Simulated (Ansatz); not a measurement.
Ta3AsAu2O13:

```
Ta As Au O
1.0
     6.80067   -1.92163   -0.02621
     6.80067    1.92163   -0.02621
    -1.72225    0.00000   10.37288
Ta As Au O
3 1 2 13
Direct
  0.29832 0.29832 0.63042
  0.35838 0.35838 0.00386
  0.64153 0.64153 0.99841
  0.70210 0.70210 0.36249
  0.60176 0.60176 0.63181
  0.39989 0.39989 0.36577
  0.34257 0.34257 0.80557
  0.41638 0.41638 0.55635
  0.78159 0.78159 0.59389
  0.65958 0.65958 0.20071
  0.59095 0.59095 0.43486
  0.21897 0.21897 0.41156
  0.61546 0.61546 0.82214
  0.14400 0.14400 0.64097
  0.38300 0.38300 0.17947
  0.84498 0.84498 0.35825
  0.50050 0.50050 0.00258
  0.81269 0.81269 0.99232
  0.18737 0.18737 0.00856
```

The cell was built by a generator and needn't be a form met in nature.

Base run:

| Property | Result |
| --- | --- |
| Program | Ansatz 0.2.0 |
| Functional | PBE |
| Potentials or basis | Ansatz PAW |
| Cutoff | 420 eV (not typed: the program's choice for these potentials) |
| k mesh | 7 × 7 × 3 |
| Occupations | fermi-dirac, width 0.05 eV |
| Spin | no spin polarisation |
| Hubbard terms | Au d U = 8 eV, Ta d U = 8 eV |

Its results: band gap on the k mesh 0.19 eV, indirect (least direct gap 0.62 eV); pressure 3.0 GPa; largest force 0.837 eV/Å.

The run is repeated on the same cell with these changes: hubbard terms from Au d U = 8 eV, Ta d U = 8 eV to Au d U = 2 eV, Ta d U = 2 eV. What comes out?

Band gap on the k mesh none (metal or under the smearing width); pressure 0.6 GPa; largest force 0.245 eV/Å.

Caveats: the density of states is complete only up to the lowest level of the last band computed; odd divisions of the mesh miss points on the zone boundary, where band edges often lie, so the gap on the mesh can be too wide (some runs); spin-orbit coupling is left out, which moves the levels of the heavy elements (some runs); U without spin polarisation on a metal has little footing (some runs).

A k mesh can miss the band edges.
